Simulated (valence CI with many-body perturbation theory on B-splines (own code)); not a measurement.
# Levels and ionisation energy of Sm²¹⁺

Aim: the low levels of Sm²¹⁺, its ionisation energy, and how pure its levels are, set against NIST.

Program: an in-house CI+MBPT code version 2. Level of theory: configuration interaction of the valence electrons, many-body perturbation theory for a frozen closed Dirac-Fock core, no-pair Dirac Hamiltonian, B-spline basis. These are calculated values, not measurements, unless marked.

## (1) Starting point

* element: samarium (Z = 62, A = 152)
* charge: +21
* frozen core: [Kr]
* start configuration of the valence electrons: 4d5
* nuclear rms radius: 5.0819 fm

## (2) The run

The run's settings:

```ini
atom Sm  Z=62  mass_number=152  rms_radius_fm=5.0819
core [Kr]
valence 4d5
avg = 1
basis = M
breit = 1
cap = 40000
capref = 1200
cscale = 1
de = 0.0
dress = 1
eps = 2e-08
h = 0.27
hh = 1
l2 = 3
lcore = 6
maxit = 60
n2 = 5
natural = 1
nlev = 45
nno = [4, 4, 5, 4, 3, 1]
nroot = 26
nsp = [3, 3, 3, 2, 1, 0]
pt2 = 1
qed = 1
rpa = 1
s1 = 1
s2 = 1
s3 = 1
screen = 1
tol = 2e-05
```

The run is started by

```sh
python run_cv.py task.json out
```

task.json holds these settings.

The program printed:

```text
rmax 6.8 intervals 60 orbitals 59 references ['4d5', '4d4 4f', '4d4 5s', '4d4 5p', '4d3 4f2'] scf 6
2J=0 par=0 roots 2 ref 7 generators 4 cand 2416/4473 P 1378/2617 nnz 1.4e+06 it 4
2J=0 par=0 roots 2 ref 7 generators 11 cand 9593/24423 P 2159/4489 nnz 2.7e+06 it 5
   second order: generators 19 cand 14710/37538 e2 -0.00003 -0.00002
2J=2 par=0 roots 2 ref 11 generators 3 cand 2550/12025 P 787/3996 nnz 4.2e+06 it 4
2J=2 par=0 roots 2 ref 11 generators 13 cand 10476/71211 P 2072/11019 nnz 2.2e+07 it 5
   second order: generators 22 cand 14693/102551 e2 -0.00008 -0.00004
reference levels 626, estimated 37, window 264904 1/cm; series limit 3643098, core excitation 880218
2J=5 par=0 roots 10 ref 24 generators 5 cand 3462/45068 P 581/7999 nnz 1.3e+07 it 5
2J=5 par=0 roots 10 ref 24 generators 16 cand 12609/424270 P 1945/26868 nnz 1.2e+08 it 9
   second order: generators 25 cand 23882/884651 e2 -0.00095 -0.00049
2J=7 par=0 roots 7 ref 20 generators 3 cand 3410/47588 P 455/7980 nnz 1.5e+07 it 5
2J=7 par=0 roots 7 ref 20 generators 12 cand 12681/472925 P 1473/24642 nnz 1.2e+08 it 8
   second order: generators 24 cand 29926/1198198 e2 -0.00122 -0.00095
2J=3 par=0 roots 7 ref 19 generators 3 cand 3434/35408 P 669/7989 nnz 1.4e+07 it 5
2J=3 par=0 roots 7 ref 19 generators 11 cand 12491/319584 P 2166/25822 nnz 1.2e+08 it 9
   second order: generators 29 cand 32532/916534 e2 -0.00070 -0.00039
2J=11 par=0 roots 3 ref 7 generators 3 cand 3135/36247 P 607/7998 nnz 1.5e+07 it 4
2J=11 par=0 roots 3 ref 7 generators 12 cand 12252/418424 P 1937/25060 nnz 1.2e+08 it 7
   second order: generators 21 cand 20745/774705 e2 -0.00050 -0.00041
2J=9 par=0 roots 5 ref 14 generators 3 cand 3312/44009 P 512/7987 nnz 1.5e+07 it 4
2J=9 par=0 roots 5 ref 14 generators 12 cand 12526/467366 P 1587/24808 nnz 1.2e+08 it 8
   second order: generators 22 cand 22736/928157 e2 -0.00102 -0.00073
2J=1 par=0 roots 4 ref 13 generators 3 cand 3294/19526 P 1200/7994 nnz 1.4e+07 it 4
2J=1 par=0 roots 4 ref 13 generators 12 cand 11821/168830 P 3118/24804 nnz 7.2e+07 it 7
   second order: generators 23 cand 24429/369623 e2 -0.00023 -0.00011
2J=13 par=0 roots 1 ref 3 generators 1 cand 2483/26195 P 708/7982 nnz 1.8e+07 it 4
2J=13 par=0 roots 1 ref 3 generators 5 cand 10749/335120 P 1675/20152 nnz 8.3e+07 it 5
   second order: generators 13 cand 27322/804095 e2 -0.00022 -0.00022
left out: unestimated 1053801, estimated 2005215932, shifts from estimates -5922 to 0
```

It took 8.6 min on 1 thread of Intel Xeon Platinum 8259CL at 2.50GHz (Skylake/Cascade Lake), shared host; peak memory 1.3 GiB.

In the log, the blocks before «reference levels» are the next ion; each later block is one J and parity (par 1 is odd): roots sought, reference size, generators, candidates and the variational space P (configurations/state functions), Hamiltonian entries, Davidson iterations; e2 is the second-order remainder in hartree. Σ1, Σ2 and Σ3 are the one-, two- and three-electron terms by which the core's correlation enters. In the settings nsp and nno count spectroscopic and correlating orbitals by l, and s1, s2, s3 switch or scale the Σ terms.

## (3) Levels

The computed levels (result record; ° odd parity; named by the leading configuration and LS term). The first 24 of 37 are listed.

```
 #        level  configuration weight  term weight  energy (cm⁻¹)      g  lifetime (s)
 0   4d5 ⁶S 5/2                  0.99         0.57            0.0  1.752             -
 1   4d5 ²F 5/2                  0.99         0.25          37776  1.134      7.81e-04
 2   4d5 ⁴G 7/2                  0.99         0.48          60922  1.133      1.55e-03
 3   4d5 ⁴D 3/2                  0.99         0.45          63362  1.286      3.69e-04
 4  4d5 ⁴G 11/2                  0.99         0.56          65536  1.168             -
 5   4d5 ⁴G 9/2                  0.99         0.61          71169  1.160      4.10e-02
 6   4d5 ⁴D 5/2                  0.99         0.36          71958  1.111      7.69e-04
 7   4d5 ⁴P 1/2                  0.99         0.57          77220  1.778      9.43e-03
 8   4d5 ⁴D 7/2                  0.99         0.23          88561  1.166      2.57e-03
 9   4d5 ²D 5/2                  0.99         0.38          94474  1.223      2.86e-04
10   4d5 ⁴D 7/2                  0.99         0.38         103114  1.188      7.36e-04
11  4d5 ²I 11/2                  0.99         0.61         105746  1.046      8.25e-04
12   4d5 ²D 3/2                  0.99         0.50         108096  0.846      1.20e-03
13   4d5 ⁴D 1/2                  0.99         0.70         110935  0.740      4.77e-04
14   4d5 ²G 9/2                  0.99         0.46         111403  1.149      8.85e-04
15   4d5 ⁴P 3/2                  0.99         0.50         116656  1.163      1.91e-04
16  4d5 ²I 13/2                  0.99         1.00         117219  1.075      3.91e-03
17   4d5 ²F 5/2                  0.99         0.39         121799  1.012      3.55e-04
18   4d5 ²H 9/2                  0.99         0.52         134775  1.108      2.60e-04
19   4d5 ²G 7/2                  0.99         0.62         138161  0.992      1.13e-03
20   4d5 ⁴F 5/2                  0.99         0.51         140285  1.038      2.68e-04
21   4d5 ²D 3/2                  0.99         0.79         147984  0.784      6.60e-04
22   4d5 ²F 5/2                  0.99         0.32         153065  1.197      1.22e-04
23   4d5 ²F 7/2                  0.99         0.54         153915  1.069      3.74e-04
```

## (4) What each term adds

The same run repeats the diagonalisation with simpler Hamiltonians; each column adds a term to the one before, and the last is the full result. Excitation energies in cm⁻¹:

| level | valence CI alone | + Σ1 | + Σ2 | + Σ3 | + Breit | full, with QED |
| --- | --- | --- | --- | --- | --- | --- |
| 4d5 ²F 5/2 | 41280 | 41310 | 39278 | 37784 | 37767 | 37776 |
| 4d5 ⁴G 7/2 | 66208 | 66434 | 63206 | 61440 | 60868 | 60922 |
| 4d5 ⁴D 3/2 | 67059 | 67264 | 65753 | 63671 | 63309 | 63362 |
| 4d5 ⁴G 11/2 | 72130 | 72412 | 68180 | 66485 | 65474 | 65536 |
| 4d5 ⁴G 9/2 | 77300 | 77628 | 73774 | 72023 | 71091 | 71169 |
| 4d5 ⁴D 5/2 | 76576 | 76954 | 74415 | 72702 | 71861 | 71958 |
| 4d5 ⁴P 1/2 | 80624 | 80943 | 79962 | 77797 | 77134 | 77220 |
| 4d5 ⁴D 7/2 | 95406 | 95791 | 92059 | 89320 | 88475 | 88561 |
| ionisation energy (eV) | 653.824 | 656.079 | 658.721 | 658.763 | 658.729 | 658.744 |

## (5) A choice of lines

Only forbidden lines are listed; the levels computed give no E1 line. Rates are at computed energies, electric ones in the length gauge, E1 and E2 with static core polarisation; wavelengths are in vacuum.

```tsv
upper	lower	type	λ (nm)	A (1/s)	branching
16: 4d5 ²I 13/2	11: 4d5 ²I 11/2	M1	871.6	1.15e+01	0.04
5: 4d5 ⁴G 9/2	2: 4d5 ⁴G 7/2	M1	975.8	2.11e+01	0.87
5: 4d5 ⁴G 9/2	4: 4d5 ⁴G 11/2	M1	1775	3.12e+00	0.13
4: 4d5 ⁴G 11/2	2: 4d5 ⁴G 7/2	E2	2167	8.34e-08	1.00
```

## (6) What came out

| quantity | computed | tabulated |
| --- | --- | --- |
| lowest level | 4d5 ⁶S 5/2 | 4d5 ⁶S5/2 |
| first excitation | 4d5 ²F 5/2, 37776 cm⁻¹ | - |
| ionisation energy, to 4d4 ³P J = 0 | 658.74 eV | 658 ± 4 eV (tabulated theoretical) |
| hyperfine A/(μ/I) of the lowest level | 488.8 MHz | - |
| no level missing from the run's list below | 704172 cm⁻¹ | - |

**Reading.** The ionisation energy is 0.7 eV (0.11 %) above the NIST entry, whose uncertainty is 4 eV. Of the added terms Σ2 moves the ionisation energy most, by +2.64 eV. The lowest level is 99 % 4d5, but only 57 % ⁶S beside 27 % ⁴P, so its LS name says little. Cautions: intervals between levels of different J carry noise of about a tenth of the second-order remainder, tens of cm⁻¹ or more; by estimate terms of an open d or f shell hold to a few per cent; only levels of one parity were solved.
